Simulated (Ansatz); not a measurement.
# Ge2H6Te (Te(GeH3)2): the cost of one run

Program: Ansatz 0.2.0, Gaussian basis. Level of theory: the settings change from run to run. These are calculated values, not measurements.

1 further run of the same task is left out (set aside as unsound or not needed). Runs told in other sessions of the task aren't counted.

### 1 The relaxed structure

The structure was relaxed beforehand with PBE-D4/def2-SVP. Te takes a core potential in def2 sets; no spin-orbit term is included.

9 atoms, charge 0, spin multiplicity 1.

Atoms are counted from 1 here; the program's logs count them from 0.

Bond lengths: Te1–Ge2 2.586 Å, Te1–Ge6 2.586 Å, Ge2–H3 1.552 Å, Ge2–H4 1.549 Å, Ge2–H5 1.552 Å, Ge6–H7 1.549 Å, Ge6–H8 1.552 Å, Ge6–H9 1.552 Å. Angles: Ge2–Te1–Ge6 90.7°, Te1–Ge2–H3 110.2°, Te1–Ge2–H4 106.8°, Te1–Ge2–H5 110.2°, H3–Ge2–H4 110.1°, H3–Ge2–H5 109.3°, H4–Ge2–H5 110.2°, Te1–Ge6–H7 106.8°, Te1–Ge6–H8 110.4°, Te1–Ge6–H9 110.0°, H7–Ge6–H8 110.1°, H7–Ge6–H9 110.2°, H8–Ge6–H9 109.3°.

### 2 B2PLYP/def2-SVP

This run has charge +1, multiplicity 2, a point charge of 2.00 e beside it, high accuracy.

in.yaml

```yaml
crystal:
  periodic: [false, false, false]
  atoms:
    - {symbol: Te, position_ang: [0.002837, 0.017023, -1.846086]}
    - {symbol: Ge, position_ang: [1.839227, -0.004520, -0.025840]}
    - {symbol: H, position_ang: [1.687430, 1.228291, 0.904397]}
    - {symbol: H, position_ang: [3.200657, 0.049365, -0.763158]}
    - {symbol: H, position_ang: [1.740304, -1.301773, 0.820298]}
    - {symbol: Ge, position_ang: [-1.839377, 0.006662, -0.031525]}
    - {symbol: H, position_ang: [-3.195239, -0.122363, -0.769849]}
    - {symbol: H, position_ang: [-1.801489, 1.325085, 0.786547]}
    - {symbol: H, position_ang: [-1.634351, -1.197779, 0.925216]}
basis:
  gaussian: {orbitals: def2-SVP, point_charges: [{charge: 2.00, position_ang: [5.772, -0.292, 0.302]}]}
total_charge: 1
magnetization: {spin_polarized: true, initial_magnetization: 1}
hamiltonian: {xc: {name: B2PLYP}}
accuracy: high
```

Started as:

```console
$ ansatz run in.yaml --threads 4 --pin off --events-out ev --progress --plain --max-ram 3916MiB
```

Q: Estimate wall time and peak memory on 4 threads of INTEL XEON PLATINUM 8581C at 2.30GHz, shared host.

About 6.5 s, with a peak of 0.97 GiB.
